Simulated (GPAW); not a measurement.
# TaV (Cmmm) in GPAW: notebook

One crystal, TaV, is run at these levels: LDA, RPBE, PBE; tasks: single point.

Everything below comes from runs of GPAW 26.7.0. Logs are shortened: lines on timing, memory, paths and dates and some standing lists are left out, and cuts for length are marked. The log counts tension as positive stress, the text compression.

### 1 Starting point

It takes space group Cmmm (No. 65, orthorhombic). The conventional cell has a = 3.213 Å, b = 4.616 Å, c = 4.341 Å, α = 90.00°, β = 90.00°, γ = 90.00°. Around Ta (site symmetry mmm) lie 4 V at 2.70 Å and 4 Ta at 2.81 Å. Around V (site symmetry mmm) lie 4 Ta at 2.70 Å and 4 V at 2.81 Å.

The cell comes from a database or a generator and needn't be the stable form of this composition.

### 2 Single point, LDA, collinear spin, ferromagnetic start

The input, run.py:

```python
from ase.dft.bandgap import bandgap
from ase.io import read, write
from ase.units import GPa
from gpaw import GPAW, PW

atoms = read('POSCAR')
atoms.set_initial_magnetic_moments([0.0, 2.0])

calc = GPAW(mode=PW(600),
            xc='LDA',
            kpts={'size': (10, 10, 6), 'gamma': True},
            occupations={'name': 'methfessel-paxton', 'order': 0, 'width': 0.1},
            nbands=26,
            convergence={'density': 1e-05, 'energy': 1e-05},
            maxiter=150,
            txt='gpaw.txt')
atoms.calc = calc
energy = atoms.get_potential_energy()
forces = atoms.get_forces()
stress = atoms.get_stress()
calc.write('gs.gpw')
write('result.traj', atoms)
print(f'Energy: {energy:.6f} eV')
print('Forces (eV/A):')
print(forces.round(4))
print('Stress (GPa):', (stress / GPa).round(3))
print('Moments:', calc.get_magnetic_moments().round(3))
print('Fermi level:', round(calc.get_fermi_level(), 4), 'eV')
print(f'Gap: {bandgap(calc)[0]:.4f} eV, direct: {bandgap(calc, direct=True)[0]:.4f} eV')
```

The input, POSCAR:

```
TaV
1.0
    1.6067000000     -2.3077750000      0.0000000000
    1.6067000000      2.3077750000      0.0000000000
    0.0000000000      0.0000000000      4.3413610000
Ta V
1 1
Direct
    0.0000000000      0.0000000000      0.0000000000
    0.5000000000      0.5000000000      0.5000000000
```

Potentials or basis: the program's PAW data sets (release 1.2.1) made for this functional, pw.

The run is started by

```sh
OMP_NUM_THREADS=1 python run.py
```

gpaw.txt:

```text
__  _  _
 | _ |_)|_||  |
 |__||  | ||/\| - 26.7.0

Input parameters:
  mode=PW(ecut=600.0),
  convergence={'density': 1e-05, 'energy': 1e-05},
  kpts=MonkhorstPack(size=(10, 10, 6), gamma=True),
  maxiter=150,
  nbands=26,
  occupations=Occupations(name='methfessel-paxton', order=0, width=0.1),
  xc=XC(name='LDA')

Diagonalizing LCAO Hamiltonian
Converting LCAO to pw mode

           V

       Ta

Atoms  # Å, Bohr magnetons
|   | symbol |        x |        y |        z |    initial magnetic moments |
|---|--------|----------|----------|----------|-----------------------------|
| 0 |     Ta | 0.000000 | 0.000000 | 0.000000 | ( 0.0000,  0.0000,  0.0000) |
| 1 |      V | 1.606700 | 0.000000 | 2.170681 | ( 0.0000,  0.0000,  2.0000) |

Unit cell  # Å
| periodic |        x |         y |        z |  lengths |     angles |
|----------|----------|-----------|----------|----------|------------|
|      yes | 1.606700 | -2.307775 | 0.000000 | 2.811994 |  90.000000 |
|      yes | 1.606700 |  2.307775 | 0.000000 | 2.811994 |  90.000000 |
|      yes | 0.000000 |  0.000000 | 4.341361 | 4.341361 | 110.307824 |

Number of symmetries: 8
Symmetry operations  # r_c * U_cc + t_c -> r_c
|   | kind |            matrix            |
|---|------|------------------------------|
| 0 |  E   |  1, 0, 0,  0, 1, 0,  0, 0, 1 |
| 1 |  σ   |  1, 0, 0,  0, 1, 0,  0, 0,-1 |
| 2 |  σ   |  0, 1, 0,  1, 0, 0,  0, 0, 1 |
| 3 |  C2  |  0, 1, 0,  1, 0, 0,  0, 0,-1 |
| 4 |  σ   |  0,-1, 0, -1, 0, 0,  0, 0, 1 |
| 5 |  C2  |  0,-1, 0, -1, 0, 0,  0, 0,-1 |
| 6 |  C2  | -1, 0, 0,  0,-1, 0,  0, 0, 1 |
| 7 |  i   | -1, 0, 0,  0,-1, 0,  0, 0,-1 |

BZ-sampling:
  Number of BZ points: 600
  Number of IBZ points: 124

  Monkhorst-Pack size: [10, 10, 6]
  Monkhorst-Pack shift: [0.05, 0.05, 0.08333333333333333]

K-points  # in reciprocal-cell coordinates
|     |                                coordinates |     weight |
|-----|--------------------------------------------|------------|
|   0 | (  0.00000000,   0.00000000,   0.00000000) | 0.00166667 |
|   1 | (  0.00000000,   0.00000000,   0.16666667) | 0.00333333 |
|   2 | (  0.00000000,   0.00000000,   0.33333333) | 0.00333333 |
|   3 | (  0.00000000,   0.00000000,   0.50000000) | 0.00166667 |
|   4 | (  0.10000000,  -0.10000000,   0.00000000) | 0.00333333 |
|   5 | (  0.10000000,  -0.10000000,   0.16666667) | 0.00666667 |
|   6 | (  0.10000000,  -0.10000000,   0.33333333) | 0.00666667 |
|   7 | (  0.10000000,  -0.10000000,   0.50000000) | 0.00333333 |
|   8 | (  0.10000000,   0.00000000,   0.00000000) | 0.00666667 |
|   9 | (  0.10000000,   0.00000000,   0.16666667) | 0.01333333 |
| ... |                                            |            |
| 123 | (  0.50000000,   0.50000000,   0.50000000) | 0.00166667 |

Plane wave coefficients: 1103
Cutoff: 600.0 eV

Spin-components: 2 (collinear spins)
Bands:           26
Projectors:      12
Spin-degeneracy: 1
Datatype:        complex128

Parallelization:
  kpt:    1
  domain: 1
  band:   1

Density:
  Valence electrons: 26.0
  Components: 2
  Grid points: [16 16 25]
  Charge: 0.0  # |e|

Potential:
  Grid points: [16 16 25]

species:
  Ta:
    name:    Tantalum
    Z:       73.0
    valence: 13
    core:    60
    charge:  0.0  # [|e|]
    compensation charges:
      type: gauss
      rc: 0.42  # [Å]
      lmax: 2
    cutoffs:
      filter: 2.36  # [Å]
      core: 3.45  # [Å]
    projectors
    | kind |    occ | energy [eV] | rcut [Å] |
    |------|--------|-------------|----------|
    |   5s |  2.000 |     -72.979 |    1.365 |
    |   6s |  2.000 |      -5.599 |    1.365 |
    |   5p |  6.000 |     -39.590 |    1.349 |
    |   6p |  0.000 |      -1.483 |    1.349 |
    |   5d |  3.000 |      -3.794 |    1.307 |
    |    d |        |      23.417 |    1.307 |

    Using partial waves for Ta as LCAO basis

  V:
    name:    Vanadium
    Z:       23.0
    valence: 13
    core:    10
    charge:  0.0  # [|e|]
    compensation charges:
      type: gauss
      rc: 0.37  # [Å]
      lmax: 2
    cutoffs:
      filter: 2.14  # [Å]
      core: 0.96  # [Å]
    projectors
    | kind |    occ | energy [eV] | rcut [Å] |
    |------|--------|-------------|----------|
    |   3s |  2.000 |     -69.819 |    1.254 |
    |   4s |  2.000 |      -4.846 |    1.254 |
    |   3p |  6.000 |     -43.961 |    1.281 |
    |   4p |  0.000 |      -1.526 |    1.281 |
    |   3d |  3.000 |      -5.381 |    1.169 |
    |    d |        |      21.830 |    1.169 |

    Using partial waves for V as LCAO basis

Reference energy: -449689.921416  # eV

eigensolver:
  PPCG
  Converge bands: occupied
  niter=2

density mixing:
  MSR1-Mixer
  Pratt-step length: 0.05
  Maximum mixing coefficient: 0.75
  Old densities: 10
  SVD Regularization: 0.005
  Good broyden scale: 1.0
  Trust region scale: 1.0
  Backstep threshold: 4.0
  History deletion threshold: 6.0
  Fourier metric: weight=20.0, sigma=0.015

occupation numbers:
  Methfessel-Paxton:
    width: 0.1000  # eV
    order: 0

poisson solver:
  ecut: 4800.0  # eV

xc functional:
  name: None

convergence criteria:
- Maximum integral of absolute [dens]ity change: 1e-05 electrons / valence electron
- Maximum [total energy] change in last 3 cyles: 1e-05 eV / valence electron
- Maximum integral of absolute [eigenst]ate change: 4e-08 eV^2 / valence electron
maximum number of iterations: 150

SCF iterations
|iter     | |      energy | eigst |  dens |  magmom |
|---------|-|-------------|-------|-------|---------|
|iter:   1| |  -20.412666 | +0.22 |       |  +2.0045|
|iter:   2| |  -20.339337 | -2.07 | -1.07 |  +1.9597|
|iter:   3| |  -20.606058 | -1.60 | -1.11 |  +1.4192|
|iter:   4| |  -21.235747 | -1.67 | -1.09 |  +1.3609|
|iter:   5| |  -20.168739 | -2.23 | -0.91 |  +1.1528|
|iter:   6| |  -20.200930 | -3.21 | -1.68 |  +0.8337|
|iter:   7| |  -20.213499 | -3.69 | -1.81 |  +0.5144|
|iter:   8| |  -20.217739 | -4.31 | -2.16 |  +0.3795|
|iter:   9| |  -20.221826 | -4.21 | -2.35 |  +0.1620|
|iter:  10| |  -20.222270 | -5.18 | -2.71 |  +0.0828|
|iter:  11| |  -20.222420 | -5.62 | -3.06 |  +0.0208|
|iter:  12| |  -20.222434c| -6.19 | -3.41 |  -0.0044|
|iter:  13| |  -20.222436c| -7.30 | -3.81 |  +0.0008|
|iter:  14| |  -20.222437c| -8.02c| -4.51 |  +0.0006|
|iter:  15| |  -20.222437c| -8.57c| -5.04c|  +0.0000|

Converged in 15 steps
Energy contributions relative to reference atoms: (reference = -449689.921416)

Energy contributions:
  Kinetic:           0.879278
  Coulomb:          -2.572219
  Zero:             -0.165772
  External:          0.000000
  Xc:              -18.354126
  Entropy:          -0.019195
  Spinorbit:         0.000000
  ----------------------------
  Free energy:     -20.232034
  Extrapolated:    -20.222437

dipole moment: (-11.576574, 0.000000, -15.640159)  # |e|*Ang

Total magnetic moment: (0.000000, 0.000000, 0.000005)

Local magnetic moments
|        x |        y |         z |
|----------|----------|-----------|
| 0.000000 | 0.000000 |  0.000005 |  # Ta   0
| 0.000000 | 0.000000 | -0.000016 |  # V    1

Fermi level: 10.185
Eigenvalues  # (at kpt = [0.000, 0.000, 0.000])
| band index |      eig [eV] | occ [0-1] |      eig [eV] | occ [0-1] |
|------------|---------------|-----------|---------------|-----------|
|          0 |       -56.623 |     1.000 |       -56.623 |     1.000 |
|        ... |               |           |               |           |
|          3 |       -26.995 |     1.000 |       -26.995 |     1.000 |
|          4 |       -26.945 |     1.000 |       -26.945 |     1.000 |
|          5 |       -23.354 |     1.000 |       -23.354 |     1.000 |
|          6 |       -22.941 |     1.000 |       -22.941 |     1.000 |
|          7 |       -22.759 |     1.000 |       -22.759 |     1.000 |
|          8 |         2.919 |     1.000 |         2.919 |     1.000 |
|          9 |         6.542 |     1.000 |         6.542 |     1.000 |
|         10 |         8.841 |     1.000 |         8.841 |     1.000 |
|         11 |        10.240 |     0.218 |        10.240 |     0.218 |
|         12 |        10.631 |     0.000 |        10.631 |     0.000 |
|         13 |        10.975 |     0.000 |        10.975 |     0.000 |
|         14 |        12.102 |     0.000 |        12.102 |     0.000 |
|         15 |        12.324 |     0.000 |        12.324 |     0.000 |
|         16 |        12.395 |     0.000 |        12.395 |     0.000 |
|         17 |        14.188 |     0.000 |        14.188 |     0.000 |
|         18 |        14.906 |     0.000 |        14.906 |     0.000 |
|        ... |               |           |               |           |
|         25 |        32.095 |     0.000 |        32.095 |     0.000 |

No gap
No difference between direct/indirect transitions

Forces  # eV/Ang
|        x |       y |       z |
|----------|---------|---------|
|  0.00000 | 0.00000 | 0.00000 |  # Ta   0
| -0.00000 | 0.00000 | 0.00000 |  # V    1

Stress tensor  # eV/Ang^3
|         x |         y |        z |
|-----------|-----------|----------|
|  0.072375 | -0.000000 | 0.000000 |
| -0.000000 |  0.073991 | 0.000000 |
|  0.000000 |  0.000000 | 0.075516 |

# Writing to gs.gpw (mode='')
```

Wall time 2 min (1 thread of Arm Neoverse V2, shared host); peak memory 0.28 GiB.

What came out:

```
Free energy            : -20.2320 eV
Pressure               : -11.8 GPa
Band gap on the k mesh : none (metal or under the smearing width)
Net moment             : 0.00 μB per cell
```

The run has no spin-orbit coupling, so splittings on Ta are missing.

### 3 Single point, RPBE, collinear spin, ferromagnetic start

Changes to run.py since step 2:

```diff
@@ -9,3 +9,3 @@
 calc = GPAW(mode=PW(600),
-            xc='LDA',
+            xc='RPBE',
             kpts={'size': (10, 10, 6), 'gamma': True},
```

POSCAR is that of step 2.

Potentials or basis: the program's PAW data sets (release 1.2.1) made for this functional, pw.

The run is started by

```sh
OMP_NUM_THREADS=1 python run.py
```

gpaw.txt:

```text
__  _  _
 | _ |_)|_||  |
 |__||  | ||/\| - 26.7.0

Input parameters:
  mode=PW(ecut=600.0),
  convergence={'density': 1e-05, 'energy': 1e-05},
  kpts=MonkhorstPack(size=(10, 10, 6), gamma=True),
  maxiter=150,
  nbands=26,
  occupations=Occupations(name='methfessel-paxton', order=0, width=0.1),
  xc=XC(name='RPBE')

Diagonalizing LCAO Hamiltonian
Converting LCAO to pw mode

           V

       Ta

Atoms  # Å, Bohr magnetons
|   | symbol |        x |        y |        z |    initial magnetic moments |
|---|--------|----------|----------|----------|-----------------------------|
| 0 |     Ta | 0.000000 | 0.000000 | 0.000000 | ( 0.0000,  0.0000,  0.0000) |
| 1 |      V | 1.606700 | 0.000000 | 2.170681 | ( 0.0000,  0.0000,  2.0000) |

Unit cell  # Å
| periodic |        x |         y |        z |  lengths |     angles |
|----------|----------|-----------|----------|----------|------------|
|      yes | 1.606700 | -2.307775 | 0.000000 | 2.811994 |  90.000000 |
|      yes | 1.606700 |  2.307775 | 0.000000 | 2.811994 |  90.000000 |
|      yes | 0.000000 |  0.000000 | 4.341361 | 4.341361 | 110.307824 |

Number of symmetries: 8
Symmetry operations  # r_c * U_cc + t_c -> r_c
|   | kind |            matrix            |
|---|------|------------------------------|
| 0 |  E   |  1, 0, 0,  0, 1, 0,  0, 0, 1 |
| 1 |  σ   |  1, 0, 0,  0, 1, 0,  0, 0,-1 |
| 2 |  σ   |  0, 1, 0,  1, 0, 0,  0, 0, 1 |
[... 156 lines left out ...]
|iter:  15| |  -17.243182c| -5.63 | -3.41 |  +0.0172|
|iter:  16| |  -17.243188c| -6.14 | -3.62 |  +0.0101|
|iter:  17| |  -17.243189c| -6.76 | -4.18 |  +0.0017|
|iter:  18| |  -17.243189c| -7.82c| -4.54 |  +0.0018|
|iter:  19| |  -17.243189c| -7.92c| -5.00c|  +0.0001|

Converged in 19 steps
Energy contributions relative to reference atoms: (reference = -450010.839617)

Energy contributions:
  Kinetic:           8.107412
  Coulomb:          -9.303941
  Zero:             -0.098652
  External:          0.000000
  Xc:              -15.938662
  Entropy:          -0.018693
  Spinorbit:         0.000000
  ----------------------------
  Free energy:     -17.252536
  Extrapolated:    -17.243189

dipole moment: (-11.523336, 0.000000, -15.568234)  # |e|*Ang

Total magnetic moment: (0.000000, 0.000000, 0.000138)

Local magnetic moments
|        x |        y |        z |
|----------|----------|----------|
| 0.000000 | 0.000000 | 0.000044 |  # Ta   0
| 0.000000 | 0.000000 | 0.000041 |  # V    1

Fermi level: 10.622
Eigenvalues  # (at kpt = [0.000, 0.000, 0.000])
| band index |      eig [eV] | occ [0-1] |      eig [eV] | occ [0-1] |
|------------|---------------|-----------|---------------|-----------|
|          0 |       -56.243 |     1.000 |       -56.243 |     1.000 |
|        ... |               |           |               |           |
|          3 |       -26.948 |     1.000 |       -26.948 |     1.000 |
|          4 |       -26.903 |     1.000 |       -26.903 |     1.000 |
|          5 |       -22.988 |     1.000 |       -22.988 |     1.000 |
|          6 |       -22.565 |     1.000 |       -22.565 |     1.000 |
|          7 |       -22.386 |     1.000 |       -22.385 |     1.000 |
|          8 |         3.316 |     1.000 |         3.316 |     1.000 |
[... 8 lines left out ...]
|         17 |        14.700 |     0.000 |        14.700 |     0.000 |
|         18 |        15.431 |     0.000 |        15.431 |     0.000 |
|        ... |               |           |               |           |
|         25 |        32.392 |     0.000 |        32.392 |     0.000 |

No gap
No difference between direct/indirect transitions

Forces  # eV/Ang
|        x |       y |       z |
|----------|---------|---------|
| -0.00000 | 0.00000 | 0.00000 |  # Ta   0
|  0.00000 | 0.00000 | 0.00000 |  # V    1

Stress tensor  # eV/Ang^3
|         x |         y |         z |
|-----------|-----------|-----------|
| -0.032367 |  0.000000 |  0.000000 |
|  0.000000 | -0.022097 |  0.000000 |
|  0.000000 |  0.000000 | -0.033356 |

# Writing to gs.gpw (mode='')
```

It took 2.7 min on 1 thread of Arm Neoverse V2, shared host; peak memory 0.28 GiB.

What came out:

| Property | Result |
| --- | --- |
| Free energy | -17.2525 eV |
| Pressure | 4.7 GPa |
| Band gap on the k mesh | none (metal or under the smearing width) |
| Net moment | 0.00 μB per cell |

Spin-orbit coupling is left out, which matters for the levels of Ta.

### 4 Single point, PBE, collinear spin, ferromagnetic start

Changes to run.py since step 3:

```diff
@@ -1,3 +1,4 @@
+from ase import Atoms
 from ase.dft.bandgap import bandgap
-from ase.io import read, write
+from ase.io import write
 from ase.units import GPa
@@ -5,3 +6,9 @@
 
-atoms = read('POSCAR')
+atoms = Atoms(['Ta', 'V'],
+              cell=[[1.6067, -2.307775, 0.0],
+                    [1.6067, 2.307775, 0.0],
+                    [0.0, 0.0, 4.341361]],
+              scaled_positions=[[0.0, 0.0, 0.0],
+                                [0.5, 0.5, 0.5]],
+              pbc=True)
 atoms.set_initial_magnetic_moments([0.0, 2.0])
@@ -9,5 +16,5 @@
 calc = GPAW(mode=PW(600),
-            xc='RPBE',
+            xc='PBE',
             kpts={'size': (10, 10, 6), 'gamma': True},
-            occupations={'name': 'methfessel-paxton', 'order': 0, 'width': 0.1},
+            occupations={'name': 'methfessel-paxton', 'order': 0, 'width': 0.05},
             nbands=26,
```

Potentials or basis: GPAW PAW data sets (gpaw-data 1.2.1), pw.

The run is started by

```sh
OMP_NUM_THREADS=1 python run.py
```

It took 2.8 min on 1 thread of Arm Neoverse V2, shared host; peak memory 0.28 GiB.

The run converged. Its results:

| Item | Value |
| --- | --- |
| Free energy | -18.2103 eV |
| Pressure | 0.6 GPa |
| Band gap on the k mesh | none (metal or under the smearing width) |
| Net moment | 0.00 μB per cell |

Stress tensor (GPa, compression positive):
```
 1.00  0.00  0.00
 0.00 -0.34  0.00
 0.00  0.00  1.08
```

Levels at points of the mesh, in eV from the Fermi level:
Spin up:
| k point | band 10 | band 11 | band 12 | band 13 | band 14 | band 15 | band 16 | band 17 |
| --- | --- | --- | --- | --- | --- | --- | --- | --- |
| (0.00, 0.00, 0.00) | -3.64 | -1.31 | 0.08 | 0.48 | 0.83 | 1.95 | 2.11 | 2.18 |
| (0.00, 0.00, 0.50) | -4.02 | -0.49 | -0.22 | 0.16 | 0.32 | 1.48 | 1.53 | 1.86 |
| (0.50, 0.00, 0.00) | -1.89 | -1.54 | -0.86 | -0.67 | -0.29 | 1.62 | 2.24 | 3.87 |
| (0.50, 0.00, 0.50) | -3.68 | -1.35 | -1.01 | 1.18 | 1.86 | 2.10 | 2.16 | 3.56 |
| (0.50, 0.50, 0.00) | -3.24 | -2.97 | -1.44 | 1.09 | 2.87 | 2.94 | 3.64 | 4.71 |
| (0.50, 0.50, 0.50) | -2.37 | -1.66 | -1.22 | 0.58 | 1.10 | 1.20 | 2.43 | 2.96 |
Spin down:
```tsv
k point	band 11	band 12	band 13	band 14	band 15	band 16
(0.00, 0.00, 0.00)	-1.31	0.08	0.48	0.83	1.95	2.11
(0.00, 0.00, 0.50)	-0.49	-0.22	0.16	0.32	1.48	1.53
(0.50, 0.00, 0.00)	-1.54	-0.86	-0.67	-0.29	1.62	2.24
(0.50, 0.00, 0.50)	-1.35	-1.01	1.18	1.86	2.10	2.16
(0.50, 0.50, 0.00)	-2.97	-1.44	1.09	2.87	2.94	3.64
(0.50, 0.50, 0.50)	-1.66	-1.22	0.58	1.10	1.20	2.43
```

Spin-orbit coupling is left out, which matters for the levels of Ta.

### 5 Summary

| level | potentials or basis | smearing | gap on the mesh (eV) | pressure (GPa) | moment (μB) |
| --- | --- | --- | --- | --- | --- |
| LDA | the program's PAW data sets (release 1.2.1) made for this functional, pw | gaussian 0.1 eV | none | -11.8 | 0.00 |
| RPBE | the program's PAW data sets (release 1.2.1) made for this functional, pw | gaussian 0.1 eV | none | 4.7 | 0.00 |
| PBE | GPAW PAW data sets (gpaw-data 1.2.1), pw | gaussian 0.05 eV | none | 0.6 | 0.00 |

Alike in all rows: task single point; spin collinear, ferromagnetic start; cell as given; k mesh 10 × 10 × 6; cutoff (eV) 600.

Total energies depend on the potentials used, so only differences within one code and one set of settings carry meaning.
